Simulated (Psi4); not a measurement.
# One shape, several levels: BeH2 (SMILES [H][Be][H])

Aim: a comparison of 6 runs (HF/3-21G, B3LYP/6-31G*, SCS-MP2/pcseg-2, EOM-CCSD/6-31G*, CC3/6-311+G**, EOM-CC2/6-311++G**) of BeH2. 

The calculation is run with Psi4 1.11.

9 further runs of the same task are left out: 2 that didn't finish, 7 set aside as unsound or not needed.

## (1) Starting point

The species is BeH2 (3 atoms), meant as a singlet with charge 0. SMILES: `[H][Be][H]`. The shape comes from GFN2-xTB, which is rough for such elements, and wasn't checked as a minimum.

Bond lengths: Be1–H2 1.279 Å, Be1–H3 1.279 Å. Angles: H2–Be1–H3 179.9°.

## (2) Energy and forces at HF/3-21G (run 1)

Input file beh2.json:

```json
{
  "schema_name": "qcschema_input",
  "schema_version": 1,
  "molecule": {
    "schema_name": "qcschema_molecule",
    "schema_version": 2,
    "symbols": ["Be", "H", "H"],
    "geometry": [-0.00158737, -0.00090707, -5.669e-05, -0.03435522, -0.04302906, 2.41718648, 0.03596149, 0.04393613, -2.41714869],
    "molecular_charge": 0,
    "molecular_multiplicity": 1,
    "fix_symmetry": "c1"
  },
  "driver": "gradient",
  "model": {
    "method": "hf",
    "basis": "3-21G"
  },
  "keywords": {
    "puream": true,
    "e_convergence": 1e-09,
    "d_convergence": 1e-08,
    "scf_type": "pk"
  }
}
```

Command:

```
$ psi4 --qcschema beh2.json -n 1 --memory 1600MB
```

stdout:

```text
[...]
  Running in c1 symmetry.
[...]
  Nuclear repulsion =    3.515569755110225
[...]
  Multiplicity = 1
[...]
  Nalpha       = 3
  Nbeta        = 3
[...]
    Number of basis functions: 13
[...]
   @RHF iter   1:   -15.66827480631049   -6.08930e-01   4.49719e-03 ADIIS/DIIS
[...]
   @RHF iter   7:   -15.67151008909288   -1.06581e-13   1.83260e-09 DIIS
[...]
    Orbital Energies [Eh]
    ---------------------
    Doubly Occupied:
       1A     -4.637331     2A     -0.492626     3A     -0.455449
    Virtual:
       4A      0.083391     5A      0.083392     6A      0.212264
       7A      0.266652     8A      0.477991     9A      0.477991
      10A      0.571895    11A      0.672292    12A      1.368113
      13A      1.576635
    Final Occupation by Irrep:
              A
    DOCC [     3 ]
[...]
  @RHF Final Energy:   -15.67151008909288
   => Energetics <=
    Nuclear Repulsion Energy =              3.5155697551102247
    One-Electron Energy =                 -27.2033487199122241
    Two-Electron Energy =                   8.0162688757091196
    Total Energy =                        -15.6715100890928802
[...]
 Multipole Moments:
 ------------------------------------------------------------------------------------
     Multipole            Electronic (a.u.)      Nuclear  (a.u.)        Total (a.u.)
 ------------------------------------------------------------------------------------
 L = 1.  Multiply by 2.5417464519 to convert [e a0] to [Debye]
 Dipole X            :          0.0045463           -0.0024847            0.0020617
 Dipole Y            :         -0.0001235            0.0000683           -0.0000552
 Dipole Z            :         -0.0000000           -0.0000000           -0.0000000
 Magnitude           :                                                    0.0020624
[...]
  -Total Gradient:
     Atom            X                  Y                   Z
    ------   -----------------  -----------------  -----------------
       1        0.000071406373    -0.000008491762     0.000000000000
       2       -0.000487642346    -0.020976242162    -0.000000000000
       3        0.000416235973     0.020984733924     0.000000000000
[...]
```

The result, in JSON:

```text
{
 "driver": "gradient",
 "model": {
  "method": "hf",
  "basis": "3-21G"
 },
 "success": true,
 "return_result": [7.1406372714947e-05, -8.491761988430047e-06, 3.2407720642365894e-18, -0.0004876423457999407, -0.020976242161820813, -2.824067844963344e-17, 0.00041623597308498763, 0.02098473392380673, 2.4999906385396577e-17],
 "properties": {
  "calcinfo_nbasis": 13,
  "calcinfo_nmo": 13,
  "calcinfo_nalpha": 3,
  "calcinfo_nbeta": 3,
  "calcinfo_natom": 3,
  "nuclear_repulsion_energy": 3.5155697551102247,
  "return_energy": -15.67151008909288,
  "return_gradient": [7.1406372714947e-05, -8.491761988430047e-06, 3.2407720642365894e-18, -0.0004876423457999407, -0.020976242161820813, -2.824067844963344e-17, 0.00041623597308498763, 0.02098473392380673, 2.4999906385396577e-17],
  "scf_one_electron_energy": -27.203348719912224,
  "scf_two_electron_energy": 8.01626887570912,
  "scf_dipole_moment": [0.0020616524757616998, -5.524705019260834e-05, -7.302608596241483e-16],
  "scf_total_energy": -15.67151008909288,
  "scf_total_gradient": [7.1406372714947e-05, -8.491761988430047e-06, 3.2407720642365894e-18, -0.0004876423457999407, -0.020976242161820813, -2.824067844963344e-17, 0.00041623597308498763, 0.02098473392380673, 2.4999906385396577e-17],
  "scf_iterations": 7
 }
}
```

Run time: 1.8 s. Hardware: 1 thread of Intel Xeon 6975P-C (Granite Rapids), shared host; peak memory 0.18 GiB.

## (3) The energy at B3LYP/6-31G(d) (Cartesian functions) (run 2)

Input file beh2.xyz:

```xyz
3
BeH2
Be    -0.000840    -0.000480    -0.000030
H     -0.018180    -0.022770     1.279120
H      0.019030     0.023250    -1.279100
```

Input file run.py:

```python
import numpy as np
from ase.calculators.psi4 import Psi4
from ase.io import read

atoms = read('beh2.xyz')
calc = Psi4(atoms=atoms, method='b3lyp', basis='6-31G*', memory='1600MB', num_threads=1, charge=0, multiplicity=1, label='psi4-calc')
calc.psi4.set_options({'puream': False, 'e_convergence': 1e-09, 'd_convergence': 1e-08, 'scf_type': 'pk', 'dft_radial_points': 99, 'dft_spherical_points': 590})
atoms.calc = calc

print(f'energy: {atoms.get_potential_energy():.6f} eV')
```

Command:

```
$ python run.py
```

psi4-calc.dat:

```text
[...]
  Running in c1 symmetry.
[...]
  Nuclear repulsion =    3.515569756008338
[...]
  Multiplicity = 1
[...]
  Nalpha       = 3
  Nbeta        = 3
[...]
    Number of basis functions: 19
[...]
   @RKS iter   1:   -15.89588228238440   -3.97390e-01   7.59604e-03 ADIIS/DIIS
[...]
   @RKS iter   7:   -15.91589410824501   -7.10543e-14   6.04055e-10 DIIS
[...]
    Orbital Energies [Eh]
    ---------------------
    Doubly Occupied:
       1A     -4.027018     2A     -0.352536     3A     -0.317617
    Virtual:
       4A     -0.023631     5A     -0.023631     6A      0.096796
       7A      0.182230     8A      0.306968     9A      0.306968
      10A      0.307195    11A      0.432769    12A      0.754088
      13A      0.826651    14A      0.826655    15A      0.889959
      16A      0.889959    17A      1.222327    18A      1.752388
      19A      2.638839
    Final Occupation by Irrep:
[...]
  @RKS Final Energy:   -15.91589410824501
   => Energetics <=
    Nuclear Repulsion Energy =              3.5155697560083383
    One-Electron Energy =                 -27.3540042552640159
    Two-Electron Energy =                  10.8444364116060576
    DFT Exchange-Correlation Energy =      -2.9218960205953919
    Empirical Dispersion Energy =           0.0000000000000000
    VV10 Nonlocal Energy =                  0.0000000000000000
    Total Energy =                        -15.9158941082450109
[...]
 Multipole Moments:
 ------------------------------------------------------------------------------------
     Multipole            Electronic (a.u.)      Nuclear  (a.u.)        Total (a.u.)
 ------------------------------------------------------------------------------------
 L = 1.  Multiply by 2.5417464519 to convert [e a0] to [Debye]
 Dipole X            :         -0.0037590            0.0021594           -0.0015996
 Dipole Y            :         -0.0021395            0.0012291           -0.0009105
 Dipole Z            :         -0.0001175            0.0000683           -0.0000492
 Magnitude           :                                                    0.0018412
[...]
```

Standard output:

```text
energy: -433.093539 eV
```

Wall time 3 s (1 thread of Intel Xeon 6975P-C (Granite Rapids), shared host); peak memory 0.31 GiB.

Run 3 isn't shown in full; the table further down has it.

## (4) The vertical excitations at EOM-CCSD/6-31G(d) (density fitting, Cartesian functions) (run 4)

Input file beh2.inp:

```
memory 1600 MB

molecule mol {
  Be    -0.000840    -0.000480    -0.000030
  H     -0.018180    -0.022770     1.279120
  H      0.019030     0.023250    -1.279100
  symmetry c1
  no_reorient
  no_com
}

set globals {
  basis 6-31G*
  freeze_core true
  roots_per_irrep [4]
}

E, wfn = energy("eom-ccsd", return_wfn=True)
print_variables()
```

Command:

```
$ psi4 -i beh2.inp -o beh2.out -n 1
```

beh2.out:

```text
[...]
  Running in c1 symmetry.
[...]
  Nuclear repulsion =    3.515569756008339
[...]
  Multiplicity = 1
[...]
  Nalpha       = 3
  Nbeta        = 3
[...]
    Number of basis functions: 19
[...]
   @RHF iter   1:   -15.76047593339840   -6.05255e-01   3.27414e-03 ADIIS/DIIS
[...]
   @RHF iter   6:   -15.76398431841817   -8.59224e-12   8.75024e-09 DIIS
[...]
    Orbital Energies [Eh]
    ---------------------
    Doubly Occupied:
       1A     -4.660641     2A     -0.492326     3A     -0.452165
    Virtual:
       4A      0.092969     5A      0.092969     6A      0.212536
       7A      0.280300     8A      0.445881     9A      0.477009
      10A      0.477009    11A      0.621468    12A      0.957562
      13A      1.036349    14A      1.036352    15A      1.075195
      16A      1.075195    17A      1.502586    18A      2.052015
      19A      2.941308
    Final Occupation by Irrep:
[...]
  @RHF Final Energy:   -15.76398431841817
   => Energetics <=
    Nuclear Repulsion Energy =              3.5155697560083388
    One-Electron Energy =                 -27.3488461695335729
    Two-Electron Energy =                   8.0692920951070644
    Total Energy =                        -15.7639843184181689
[...]
 Multipole Moments:
 ------------------------------------------------------------------------------------
     Multipole            Electronic (a.u.)      Nuclear  (a.u.)        Total (a.u.)
 ------------------------------------------------------------------------------------
 L = 1.  Multiply by 2.5417464519 to convert [e a0] to [Debye]
 Dipole X            :          0.0029324           -0.0047432           -0.0018108
 Dipole Y            :          0.0016905           -0.0027212           -0.0010307
 Dipole Z            :          0.0001329           -0.0001890           -0.0000561
 Magnitude           :                                                    0.0020843
[...]
      * MP2 total energy                      =  -15.801338017810389
[...]
      * CCSD total energy                     =  -15.813760373112629
[...]
                     Excitation Energy              Total Energy
[...]
```

It took 2.8 s on 1 thread of Intel Xeon 6975P-C (Granite Rapids), shared host; peak memory 0.19 GiB.

The roots found:

```csv
excited state,energy (eV)
1,6.603
2,6.603
3,8.992
4,8.992
```

Run 5 isn't shown in full; the table further down has it.

## (5) The excited states at EOM-CC2/6-311++G(d,p) (run 6)

Input file job.inp:

```
memory 1600 mb

molecule geom {
  Be    -0.000840    -0.000480    -0.000030
  H     -0.018180    -0.022770     1.279120
  H      0.019030     0.023250    -1.279100
  symmetry c1
}

set basis 6-311++G**
set scf_type pk
set roots_per_irrep [2]

result, w = energy('eom-cc2', return_wfn=True)
print_variables()
```

Command:

```
$ psi4 -n 1 job.inp job.out
```

job.out:

```text
[...]
  Running in c1 symmetry.
[...]
  Nuclear repulsion =    3.515569756008338
[...]
  Multiplicity = 1
[...]
  Nalpha       = 3
  Nbeta        = 3
[...]
    Number of basis functions: 36
[...]
   @RHF iter   1:   -15.76557338563982   -6.25443e-01   1.81972e-03 DIIS/ADIIS
[...]
   @RHF iter   7:   -15.76891866635200   -1.68932e-12   2.57854e-09 DIIS
[...]
    Orbital Energies [Eh]
    ---------------------
    Doubly Occupied:
       1A     -4.665493     2A     -0.494352     3A     -0.455910
    Virtual:
       4A      0.033879     5A      0.033880     6A      0.035199
       7A      0.043103     8A      0.107038     9A      0.107039
      10A      0.129541    11A      0.150818    12A      0.183587
      13A      0.284429    14A      0.354980    15A      0.354980
      16A      0.422158    17A      0.466604    18A      0.595417
      19A      0.659273    20A      0.659278    21A      0.700237
      22A      0.700237    23A      0.840710    24A      1.225718
      25A      1.225718    26A      1.241276    27A      1.253285
[...]
  @RHF Final Energy:   -15.76891866635200
   => Energetics <=
    Nuclear Repulsion Energy =              3.5155697560083383
    One-Electron Energy =                 -27.3374674000925815
    Two-Electron Energy =                   8.0529789777322414
    Total Energy =                        -15.7689186663520005
[...]
 Multipole Moments:
 ------------------------------------------------------------------------------------
     Multipole            Electronic (a.u.)      Nuclear  (a.u.)        Total (a.u.)
 ------------------------------------------------------------------------------------
 L = 1.  Multiply by 2.5417464519 to convert [e a0] to [Debye]
 Dipole X            :          0.0047568           -0.0024847            0.0022721
 Dipole Y            :         -0.0001285            0.0000683           -0.0000602
 Dipole Z            :         -0.0000000            0.0000000           -0.0000000
 Magnitude           :                                                    0.0022729
[...]
      * MP2 total energy                      =  -15.837103446355529
[...]
                     Excitation Energy              Total Energy
[...]
```

It took 2.6 s on 1 thread of Intel Xeon 6975P-C (Granite Rapids), shared host; peak memory 0.2 GiB.

The roots found:

```csv
excited state,energy (eV)
1,6.971
2,6.971
```

## (6) The series

```csv
run,level,task,Cartesian functions,energy (Eh),HOMO energy (eV),LUMO energy (eV),HOMO–LUMO gap (eV),wall time
1,HF/3-21G,gradient,no,-15.671510,-12.39,2.27,14.66,1.8 s
2,B3LYP/6-31G* (Cartesian functions),energy,yes,-15.915894,-8.64,-0.64,8.00,3 s
3,SCS-MP2/pcseg-2 (density fitting),energy,no,-15.838563,-12.38,1.78,14.16,1.4 s
4,"EOM-CCSD/6-31G* (density fitting, Cartesian functions)",excited,yes,-15.813760,-12.30,2.53,14.83,2.8 s
5,CC3/6-311+G** (DKH2),energy,no,-15.857687,-12.41,0.92,13.33,2 s
6,EOM-CC2/6-311++G**,excited,no,-15.837251,-12.41,0.92,13.33,2.6 s
```

## (7) Results

| quantity | value |
| --- | --- |
| run 6: ground-state or mean-field energy | -15.83725 Eh |
| run 6: HOMO energy (Hartree–Fock orbitals) | -12.41 eV |
| run 6: LUMO energy (Hartree–Fock orbitals) | 0.92 eV |
| run 6: HOMO–LUMO gap (Hartree–Fock orbitals) | 13.33 eV |
| run 6: T1 diagnostic | 0.004 |
| run 6: lowest excitation energy | 6.97 eV |

All runs together took 14 s, the longest 3 s.
